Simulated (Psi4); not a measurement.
**GaHOF2 (SMILES [OH][Ga]([F])[F]), step by step**

Wanted: a series of 10 runs (PBE-D4/def2-SVP, PBE0-D4/def2-TZVP, PBE-D4/def2-TZVPP, r2SCAN-D4/def2-TZVPP, B3LYP-D4/def2-TZVPP, PBE0-D4/def2-TZVPP, wB97M-V/def2-TZVPP, CCSD(T)/def2-TZVPP, and more) of GaHOF2. 

Program for the calculation: Psi4 1.11.

## Step 1: Starting point

GaHOF2 has 5 atoms, charge 0, and is taken as a singlet. As SMILES, `[OH][Ga]([F])[F]`. Geometry: a GFN2-xTB, rattled relaxation, a rough one for these elements and not checked as a minimum. The run starts from this shape.

Bond lengths: O1–Ga2 1.754 Å, Ga2–F3 1.748 Å, Ga2–F4 1.723 Å, O1–H5 0.928 Å. Angles: O1–Ga2–F3 122.9°, O1–Ga2–F4 118.6°, F3–Ga2–F4 118.3°, Ga2–O1–H5 113.6°.

## Step 2: A geometry optimisation at PBE-D4/def2-SVP (density fitting) (run 1)

The input, input.dat:

```
memory 3300 MB

molecule system {
  0 1
  O      0.062068     1.348445     0.024950
  Ga     0.195080    -0.397031     0.140405
  F      1.494113    -1.196188     0.993619
  F     -0.934213    -1.368461    -0.726147
  H     -0.653878     1.632344    -0.492427
  symmetry c1
}

set globals {
  basis def2-SVP
  scf_type df
  geom_maxiter 60
  max_force_g_convergence 0.0005
}

energy_value = opt("pbe-d4")
```

The run is started by

```bash
$ psi4 input.dat output.dat -n 2
```

output.dat:

```text
[...]
  Running in c1 symmetry.
[...]
  Nuclear repulsion =  299.010915374178524
[...]
  Multiplicity = 1
[...]
  Nalpha       = 29
  Nbeta        = 29
[...]
    Number of basis functions: 79
[...]
   @DF-RKS iter   1: -2197.68494439740107   -1.56669e+00   3.30291e-02 DIIS/ADIIS
[...]
   @DF-RKS iter   8: -2199.45196538986193   -5.00222e-12   4.44218e-09 DIIS
[...]
  @DF-RKS Final Energy: -2199.45196538986193
   => Energetics <=
    Nuclear Repulsion Energy =            295.1990282866342454
    One-Electron Energy =               -3654.7765463649975572
    Two-Electron Energy =                1264.5626462346333483
    DFT Exchange-Correlation Energy =    -104.4344986205028079
    Empirical Dispersion Energy =          -0.0025949256287032
    VV10 Nonlocal Energy =                  0.0000000000000000
    Total Energy =                      -2199.4519653898619254
[...]
 Multipole Moments:
 ------------------------------------------------------------------------------------
     Multipole            Electronic (a.u.)      Nuclear  (a.u.)        Total (a.u.)
 ------------------------------------------------------------------------------------
 L = 1.  Multiply by 2.5417464519 to convert [e a0] to [Debye]
 Dipole X            :          0.4797273           -0.9513191           -0.4715917
 Dipole Y            :         -2.8215750            3.4004128            0.5788378
 Dipole Z            :          0.3046443           -0.6337459           -0.3291016
 Magnitude           :                                                    0.8159410
[...]
  -Total Gradient:
     Atom            X                  Y                   Z
    ------   -----------------  -----------------  -----------------
       1        0.000043036793     0.000562369950     0.000050190761
       2        0.000140394929    -0.000420213999     0.000054855669
       3       -0.000159841529    -0.000031658730    -0.000100789452
       4       -0.000221759404     0.000246744875    -0.000141360568
       5        0.000044746789    -0.000166089874     0.000030210359
[...]
    Final optimized geometry and variables:
    Molecular point group: c1
    Full point group: C1
    Geometry (in Angstrom), charge = 0, multiplicity = 1:
    O           -0.104187580321     1.810411573669    -0.051941438319
    GA           0.002495243346     0.032141363176     0.001931421607
    F            1.280337842216    -0.755487155039     0.900746006429
    F           -1.155460849953    -0.995668853281    -0.832532497756
    H           -0.871161207229     2.080150167676    -0.593628051107
    Psi4 run time: 0:03:52.12
[...]
```

Standard output:

```text
Optimizer: Optimization complete!
```

Run time: 3.9 min. Hardware: 2 threads of Intel Xeon at 2.50GHz (Skylake/Cascade Lake), shared host; peak memory 0.53 GiB.

The path in brief:

```csv
step,energy from the first frame kept (eV),largest force (eV/Å)
0,0.0000,2.7426
1,-0.0827,0.3985
2,-0.0670,0.7612
3,-0.0995,0.1575
4,-0.1002,0.0916
5,-0.1002,0.0352
6,-0.1007,0.0291
```

After the run. Bond lengths: O1–Ga2 1.782 Å, Ga2–F3 1.750 Å, Ga2–F4 1.759 Å, O1–H5 0.977 Å. Angles: O1–Ga2–F3 120.6°, O1–Ga2–F4 122.0°, F3–Ga2–F4 117.5°, Ga2–O1–H5 109.8°.

## Step 3: A geometry optimisation at PBE0-D4/def2-TZVP (density fitting) (run 2)

The input, f2gaho.dat:

```
memory 3300 MB

molecule system {
  0 1
  O      0.092843     1.383731     0.066371
  Ga     0.199525    -0.394539     0.120243
  F      1.477368    -1.182168     1.019058
  F     -0.958431    -1.422349    -0.714220
  H     -0.674131     1.653470    -0.475316
  units angstrom
  symmetry c1
}

set basis def2-TZVP
set scf_type df
set geom_maxiter 50
set max_force_g_convergence 0.0002

energy_value, wavefunction = optimize("pbe0-d4", return_wfn=True)
```

The run is started by

```bash
$ psi4 f2gaho.dat f2gaho.out -n 2
```

f2gaho.out:

```text
[...]
  Running in c1 symmetry.
[...]
  Nuclear repulsion =  295.199033956199457
[...]
  Multiplicity = 1
[...]
  Nalpha       = 29
  Nbeta        = 29
[...]
    Number of basis functions: 147
[...]
   @DF-RKS iter   1: -2198.32525877688340   -1.99170e+00   2.16882e-02 DIIS/ADIIS
[...]
   @DF-RKS iter   6: -2200.08277555322866   -1.13687e-11   3.15396e-09 DIIS
[...]
  @DF-RKS Final Energy: -2200.08277555322866
   => Energetics <=
    Nuclear Repulsion Energy =            298.8584357713414761
    One-Electron Energy =               -3663.5771263310407448
    Two-Electron Energy =                1243.6649819054146064
    DFT Exchange-Correlation Energy =     -79.0268758791066688
    Empirical Dispersion Energy =          -0.0021910198373032
    VV10 Nonlocal Energy =                  0.0000000000000000
    Total Energy =                      -2200.0827755532286574
[...]
 Multipole Moments:
 ------------------------------------------------------------------------------------
     Multipole            Electronic (a.u.)      Nuclear  (a.u.)        Total (a.u.)
 ------------------------------------------------------------------------------------
 L = 1.  Multiply by 2.5417464519 to convert [e a0] to [Debye]
 Dipole X            :          0.4860938           -0.9447781           -0.4586842
 Dipole Y            :         -2.7994818            3.3908096            0.5913278
 Dipole Z            :          0.3121041           -0.6305653           -0.3184612
 Magnitude           :                                                    0.8133126
[...]
  -Total Gradient:
     Atom            X                  Y                   Z
    ------   -----------------  -----------------  -----------------
       1       -0.000053558022     0.000031984331    -0.000040852778
       2        0.000089341623    -0.000051835007     0.000072575834
       3       -0.000067209005     0.000012044254    -0.000050899408
       4       -0.000132890819     0.000102238058    -0.000096496775
       5        0.000013480842     0.000060784786     0.000010150641
[...]
    Final optimized geometry and variables:
    Molecular point group: c1
    Full point group: C1
    Geometry (in Angstrom), charge = 0, multiplicity = 1:
    O           -0.112877215915     1.786229790750    -0.058728871174
    GA           0.002779871318     0.033670469499     0.002428407496
    F            1.265241136877    -0.744875227973     0.889770832728
    F           -1.134852968007    -0.992247938249    -0.818191498102
    H           -0.856606817663     2.094824769634    -0.583344467341
    Psi4 run time: 0:03:33.48
[...]
```

Standard output:

```text
Optimizer: Optimization complete!
```

It took 3.7 min on 2 threads of Intel Xeon at 2.50GHz (Skylake/Cascade Lake), shared host; peak memory 0.8 GiB.

Steps, from the record of the run:

```csv
step,energy from the first frame kept (eV),largest force (eV/Å)
0,0.0000,0.8640
1,-0.0263,0.1629
2,-0.0277,0.0675
3,-0.0255,0.1648
4,-0.0282,0.0125
5,-0.0283,0.0099
```

After the run. Bond lengths: O1–Ga2 1.757 Å, Ga2–F3 1.728 Å, Ga2–F4 1.738 Å, O1–H5 0.961 Å. Angles: O1–Ga2–F3 121.0°, O1–Ga2–F4 122.0°, F3–Ga2–F4 117.0°, Ga2–O1–H5 113.0°.

Runs 3 to 9 aren't shown in full; the table further down has their settings and results.

## Step 4: The energy at MP2/def2-QZVPP (density fitting, density fitting for correlation) (run 10)

The input, calc.dat:

```
memory 3.3 GB

molecule molecule1 {
  0 1
  O      0.084153     1.359549     0.059583
  Ga     0.199810    -0.393010     0.120740
  F      1.462271    -1.171556     1.008083
  F     -0.937823    -1.418928    -0.699880
  H     -0.659577     1.668144    -0.465033
  symmetry c1
}

set {
  scf_type df
  num_frozen_docc 12
}

e, wfn = energy("mp2/def2-QZVPP", return_wfn=True)
```

The run is started by

```bash
$ psi4 -i calc.dat -o calc.out -n 2
```

calc.out:

```text
[...]
  Running in c1 symmetry.
[...]
  Nuclear repulsion =  298.858442073469007
[...]
  Multiplicity = 1
[...]
  Nalpha       = 29
  Nbeta        = 29
[...]
    Number of basis functions: 290
[...]
   @DF-RHF iter   1: -2196.38864820241542   -3.47574e+00   1.13545e-02 ADIIS/DIIS
[...]
   @DF-RHF iter  12: -2197.87211785490035   -9.32232e-11   8.45400e-09 DIIS
[...]
    Orbital Energies [Eh]
    ---------------------
    Doubly Occupied:
       1A   -378.870815     2A    -48.216338     3A    -42.547996
       4A    -42.543070     5A    -42.542450     6A    -26.267703
       7A    -26.266632     8A    -20.582840     9A     -6.453026
      10A     -4.552708    11A     -4.545434    12A     -4.544629
      13A     -1.554928    14A     -1.550258    15A     -1.361096
      16A     -1.265198    17A     -1.264321    18A     -1.260032
      19A     -1.252401    20A     -1.240124    21A     -0.720745
      22A     -0.680587    23A     -0.649405    24A     -0.638406
      25A     -0.630378    26A     -0.623185    27A     -0.617099
      28A     -0.551177    29A     -0.532089
[...]
  @DF-RHF Final Energy: -2197.87211785490035
   => Energetics <=
    Nuclear Repulsion Energy =            298.8584420734690070
    One-Electron Energy =               -3664.8109791481106186
    Two-Electron Energy =                1168.0804192197408611
    Total Energy =                      -2197.8721178549003525
[...]
 Multipole Moments:
 ------------------------------------------------------------------------------------
     Multipole            Electronic (a.u.)      Nuclear  (a.u.)        Total (a.u.)
 ------------------------------------------------------------------------------------
 L = 1.  Multiply by 2.5417464519 to convert [e a0] to [Debye]
 Dipole X            :          0.4662781           -0.9447784           -0.4785003
 Dipole Y            :         -2.8096719            3.3908090            0.5811371
 Dipole Z            :          0.2979670           -0.6305651           -0.3325981
 Magnitude           :                                                    0.8229850
[...]
```

Wall time 30 s (2 threads of Intel Xeon at 2.50GHz (Skylake/Cascade Lake), shared host); peak memory 0.88 GiB.

## Step 5: Overview of the runs

```csv
run,level,geom maxiter,max force g convergence,energy (Eh),HOMO energy (eV),LUMO energy (eV),HOMO–LUMO gap (eV),wall time
1,PBE-D4/def2-SVP (density fitting),60,0.0005,-2199.451965,-7.88,-2.77,5.11,3.9 min
2,PBE0-D4/def2-TZVP (density fitting),50,0.0002,-2200.082776,-9.99,-1.78,8.21,3.7 min
3,PBE0-D4/def2-TZVP (density fitting),–,–,timeout,–,–,–,12 min
4,PBE-D4/def2-TZVPP (density fitting),–,–,-2200.051446,-8.24,-2.78,5.46,1.7 min
5,r2SCAN-D4/def2-TZVPP (density fitting),–,–,timeout,–,–,–,2 min
6,B3LYP-D4/def2-TZVPP (density fitting),–,–,-2200.660135,-9.73,-2.20,7.53,79 s
7,PBE0-D4/def2-TZVPP (density fitting),–,–,-2200.084416,-9.99,-1.78,8.21,63 s
8,wB97M-V/def2-TZVPP (density fitting),–,–,timeout,–,–,–,2 min
9,"CCSD(T)/def2-TZVPP (density fitting, density fitting for correlation)",–,–,-2198.805182,-14.44,1.54,15.98,9.7 min
10,"MP2/def2-QZVPP (density fitting, density fitting for correlation)",–,–,-2199.150838,-14.48,1.12,15.60,30 s
```

## Step 6: Outcome

```
                                                            quantity           value
                                run 10, MP2/def2-QZVPP: total energy  -2199.15084 Eh
         run 10, MP2/def2-QZVPP: HOMO energy (Hartree–Fock orbitals)       -14.48 eV
         run 10, MP2/def2-QZVPP: LUMO energy (Hartree–Fock orbitals)         1.12 eV
       run 10, MP2/def2-QZVPP: HOMO–LUMO gap (Hartree–Fock orbitals)        15.60 eV
run 10, MP2/def2-QZVPP: correlation energy (12 core orbitals frozen)     -1278.7 mEh
```

In words: Over runs 4, 6, 7 the dipole moment (its size) runs from 2.00 D (PBE-D4/def2-TZVPP) to 2.05 D (B3LYP-D4/def2-TZVPP). Over runs 4, 6, 7 the HOMO–LUMO gap runs from 5.46 eV (PBE-D4/def2-TZVPP) to 8.21 eV (PBE0-D4/def2-TZVPP). Totals of different functionals can't be ranked against each other. All runs together took 38 min, the longest 12 min. 3 of the 10 runs did not end normally.
